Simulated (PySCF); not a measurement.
# The bond of InS+, level by level, part 2 of 2

PySCF 2.14.0; In def2-SVPD with ECP28, S def2-SVPD; scalar-relativistic core potentials.

### 11 UHF

Log of the SCF at 3.160 Å:

```text
******** <class 'pyscf.scf.uhf_symm.SymAdaptedUHF'> ********
method = SymAdaptedUHF
initial guess = minao
damping factor = 0
level_shift factor = 0
DIIS = <class 'pyscf.scf.diis.CDIIS'>
diis_start_cycle = 1
diis_space = 10
diis_damp = 0
SCF conv_tol = 1e-09
SCF conv_tol_grad = None
SCF max_cycles = 60
direct_scf = False
max_memory 909 MB (current use 448 MB)
number electrons alpha = 19  beta = 17
Overwritten attributes  get_jk get_occ get_hcore get_j get_k  of <class 'pyscf.scf.uhf_symm.SymAdaptedUHF'>
<class 'pyscf.scf.uhf_symm.SymAdaptedUHF'> does not have attributes  refdm
Set gradient conv threshold to 3.16228e-05
init E= -586.387530903627
cycle= 1 E= -586.397144290473  delta_E= -0.00961  |g|= 0.0269  |ddm|= 0.353
cycle= 2 E= -586.397759034742  delta_E= -0.000615  |g|= 0.00679  |ddm|= 0.116
cycle= 3 E= -586.397819863127  delta_E= -6.08e-05  |g|= 0.00198  |ddm|= 0.0267
cycle= 4 E= -586.397825048569  delta_E= -5.19e-06  |g|= 0.000551  |ddm|= 0.00848
cycle= 5 E= -586.39782607146  delta_E= -1.02e-06  |g|= 0.000288  |ddm|= 0.00235
cycle= 6 E= -586.397826566556  delta_E= -4.95e-07  |g|= 0.000138  |ddm|= 0.00209
cycle= 7 E= -586.397826705263  delta_E= -1.39e-07  |g|= 5.8e-05  |ddm|= 0.00136
cycle= 8 E= -586.397826725764  delta_E= -2.05e-08  |g|= 2.34e-05  |ddm|= 0.000508
cycle= 9 E= -586.397826728565  delta_E= -2.8e-09  |g|= 5.39e-06  |ddm|= 0.000202
cycle= 10 E= -586.397826728648  delta_E= -8.24e-11  |g|= 1.24e-06  |ddm|= 2.85e-05
Extra cycle  E= -586.39782672865  delta_E= -2.39e-12  |g|= 6.72e-07  |ddm|= 2.52e-06
converged SCF energy = -586.39782672865  <S^2> = 2.0129853  2S+1 = 3.0086444
```

Re = 3.376 Å, ωe = 90.4 cm⁻¹, ωexe = 0.961 cm⁻¹, αe = 0.000727 cm⁻¹, Be = 0.05913 cm⁻¹, De = 0.317 eV, μ = -0.96 D. 2.8 s of CPU time for 12 points, integrals apart.

### 12 MP2 and coupled cluster

Reference: UHF; core orbitals frozen: 9; virtual orbitals above 20 hartree dropped in coupled cluster: 1. MP2 keeps all virtuals, so it differs from the MP2 energy in the coupled-cluster log.

The coupled-cluster run at the reference distance, 3.160 Å, printed:

```text
******** <class 'pyscf.cc.uccsd.UCCSD'> ********
CC2 = 0
CCSD nocc = (np.int64(10), np.int64(8)), nmo = (49, 49)
frozen orbitals [[0, 1, 2, 3, 4, 5, 6, 7, 8, 58], [0, 1, 2, 3, 4, 5, 6, 7, 8, 58]]
max_cycle = 80
direct = 0
conv_tol = 1e-07
conv_tol_normt = 1e-05
diis_space = 8
diis_start_cycle = 0
diis_start_energy_diff = 1e+09
max_memory 909 MB (current use 463 MB)
Init t2, MP2 energy = -0.139400624185539
Init E_corr(UCCSD) = -0.139400624186065
cycle = 1  E_corr(UCCSD) = -0.162083538401001  dE = -0.0226829142  norm(t1,t2) = 0.0701214
cycle = 2  E_corr(UCCSD) = -0.168456987522877  dE = -0.00637344912  norm(t1,t2) = 0.0259311
cycle = 3  E_corr(UCCSD) = -0.171777434872901  dE = -0.00332044735  norm(t1,t2) = 0.0114896
cycle = 4  E_corr(UCCSD) = -0.171839594205156  dE = -6.21593323e-05  norm(t1,t2) = 0.00213646
cycle = 5  E_corr(UCCSD) = -0.171786913982747  dE = 5.26802224e-05  norm(t1,t2) = 0.00119781
cycle = 6  E_corr(UCCSD) = -0.171792308958906  dE = -5.39497616e-06  norm(t1,t2) = 0.000546665
cycle = 7  E_corr(UCCSD) = -0.171800446167306  dE = -8.1372084e-06  norm(t1,t2) = 0.000234173
cycle = 8  E_corr(UCCSD) = -0.171800032814118  dE = 4.13353188e-07  norm(t1,t2) = 9.94102e-05
cycle = 9  E_corr(UCCSD) = -0.171799961269873  dE = 7.15442447e-08  norm(t1,t2) = 3.7564e-05
cycle = 10  E_corr(UCCSD) = -0.171799998302303  dE = -3.70324299e-08  norm(t1,t2) = 1.67691e-05
cycle = 11  E_corr(UCCSD) = -0.171799959404411  dE = 3.88978924e-08  norm(t1,t2) = 6.60025e-06
UCCSD converged
E(UCCSD) = -586.5696266880547  E_corr = -0.1717999594044108
UCCSD(T) correction = -0.00426792428492072
```

Correlation energy (eV) along the bond:

| R (Å) | MP2 | SCS-MP2 | CCSD | CCSD(T) | T1 |
| --- | --- | --- | --- | --- | --- |
| 2.718 | -3.873 | -3.859 | n/a | n/a | n/a |
| 2.844 | -3.849 | -3.841 | -4.724 | -4.847 | 0.009 |
| 2.970 | -3.825 | -3.825 | -4.703 | -4.824 | 0.008 |
| 3.065 | -3.809 | -3.812 | -4.689 | -4.807 | 0.008 |
| 3.160 | -3.794 | -3.801 | -4.675 | -4.791 | 0.008 |
| 3.255 | -3.779 | -3.790 | -4.662 | -4.776 | 0.008 |
| 3.381 | -3.762 | -3.776 | -4.647 | -4.758 | 0.008 |
| 3.539 | -3.743 | -3.761 | -4.630 | -4.739 | 0.008 |
| 3.729 | -3.724 | -3.746 | -4.614 | -4.719 | 0.008 |
| 3.982 | -3.704 | -3.731 | n/a | n/a | n/a |

UHF-MP2: Re = 3.226 Å, ωe = 112.0 cm⁻¹, ωexe = 1.06 cm⁻¹, αe = 0.000692 cm⁻¹, Be = 0.06476 cm⁻¹, De = 0.445 eV.

UHF-SCS-MP2: Re = 3.257 Å, ωe = 107.6 cm⁻¹, ωexe = 1.05 cm⁻¹, αe = 0.000700 cm⁻¹, Be = 0.06354 cm⁻¹, De = 0.417 eV.

UHF-CCSD: Re = 3.242 Å, ωe = 109.1 cm⁻¹, ωexe = 1.05 cm⁻¹, αe = 0.000704 cm⁻¹, Be = 0.06412 cm⁻¹, De = 0.429 eV.

UHF-CCSD(T): Re = 3.222 Å, ωe = 112.9 cm⁻¹, ωexe = 1.06 cm⁻¹, αe = 0.000692 cm⁻¹, Be = 0.06491 cm⁻¹, De = 0.452 eV.

### 13 The curves together

Energy (eV) from each level's lowest point:

| R (Å) | UHF | UHF-MP2 | UHF-SCS-MP2 | UHF-CCSD | UHF-CCSD(T) | PBE | revPBE | BLYP | r²SCAN | PBE0 | B97-3 |
| --- | --- | --- | --- | --- | --- | --- | --- | --- | --- | --- | --- |
| 2.718 | 0.395 | 0.294 | 0.319 | n/a | n/a | 0.240 | 0.284 | 0.292 | 0.217 | 0.236 | 0.307 |
| 2.844 | 0.215 | 0.139 | 0.157 | 0.147 | 0.138 | 0.101 | 0.131 | 0.136 | 0.086 | 0.099 | 0.147 |
| 2.970 | 0.105 | 0.052 | 0.063 | 0.058 | 0.051 | 0.029 | 0.046 | 0.049 | 0.021 | 0.028 | 0.057 |
| 3.065 | 0.054 | 0.018 | 0.025 | 0.021 | 0.017 | 0.005 | 0.014 | 0.016 | 0.001 | 0.005 | 0.021 |
| 3.160 | 0.023 | 0.002 | 0.006 | 0.004 | 0.002 | 0.000 | 0.000 | 0.001 | 0.000 | 0.000 | 0.004 |
| 3.255 | 0.006 | 0.000 | 0.000 | 0.000 | 0.000 | 0.008 | 0.000 | 0.000 | 0.011 | 0.008 | 0.000 |
| 3.381 | 0.000 | 0.011 | 0.007 | 0.009 | 0.012 | 0.031 | 0.014 | 0.013 | 0.038 | 0.031 | 0.010 |
| 3.539 | 0.008 | 0.038 | 0.030 | 0.034 | 0.039 | 0.073 | 0.046 | 0.044 | 0.084 | 0.072 | 0.037 |
| 3.729 | 0.031 | 0.080 | 0.068 | 0.073 | 0.082 | 0.132 | 0.092 | 0.090 | 0.145 | 0.129 | 0.080 |
| 3.982 | 0.070 | 0.139 | 0.122 | n/a | n/a | 0.210 | 0.157 | 0.156 | 0.225 | 0.203 | 0.141 |

The whole job (state search and all levels along the bond) took 2.6 min on 1 thread of Oxide Virtual Turin-like (shared host), peak memory 0.83 GiB.

### 14 Results

What follows sums up all 2 parts.

Lowest PBE0 solution found, without spin–orbit coupling: ³Σ⁻ (triplet), unpaired electrons π ↑↑. State 3 has its PBE0 minimum 0.44 eV higher, as a spin-mixed determinant (⟨S²⟩ = 1.01), so this is no gap between pure states. The other levels ran on the lowest alone.

| level | Re (Å) | ωe (cm⁻¹) | De (eV) | μ (D) |
| --- | --- | --- | --- | --- |
| UHF | 3.376 | 90.4 | 0.317 | -0.96 |
| UHF-MP2 | 3.226 | 112.0 | 0.445 | n/a |
| UHF-SCS-MP2 | 3.257 | 107.6 | 0.417 | n/a |
| UHF-CCSD | 3.242 | 109.1 | 0.429 | n/a |
| UHF-CCSD(T) | 3.222 | 112.9 | 0.452 | n/a |
| PBE | 3.146 | 128.0 | 0.59 | 0.27 |
| revPBE | 3.206 | 117.1 | 0.497 | 0.07 |
| BLYP | 3.214 | 116.0 | 0.50 | 0.10 |
| r²SCAN | 3.121 | 131.6 | 0.57 | 0.32 |
| PBE0 | 3.144 | 127.2 | 0.53 | 0.06 |
| B97-3 | 3.236 | 112.1 | 0.442 | -0.29 |

De is counted to In+ + S in their ground configurations. A positive dipole points from In to S; in an ion it is taken about the centre of mass and does not tell which atom is negative.

Time per point (s) on 1 thread of Oxide Virtual Turin-like, shared host (CPU time, shared integrals of 0.33 s apart; correlated levels include their reference; CCSD comes with the CCSD(T) run); the times are rough: UHF 0.23, UHF-MP2 0.37, UHF-SCS-MP2 0.37, UHF-CCSD(T) 7.9, PBE 0.52, revPBE 0.37, BLYP 0.37, r²SCAN 0.72, PBE0 1.2, B97-3 0.47.

What this shows: The methods spread over 0.255 Å in bond length, from r²SCAN to UHF. CCSD(T) can't serve as the judge here: for a weak bond in this basis it is far from its limit. Among the levels with a De in the table, it runs from 0.317 eV (UHF) to 0.59 eV (PBE).

Correlated steps freeze 9 core orbitals. These are scalar-relativistic numbers at best; spin–orbit coupling would shift them, the dissociation energy most.
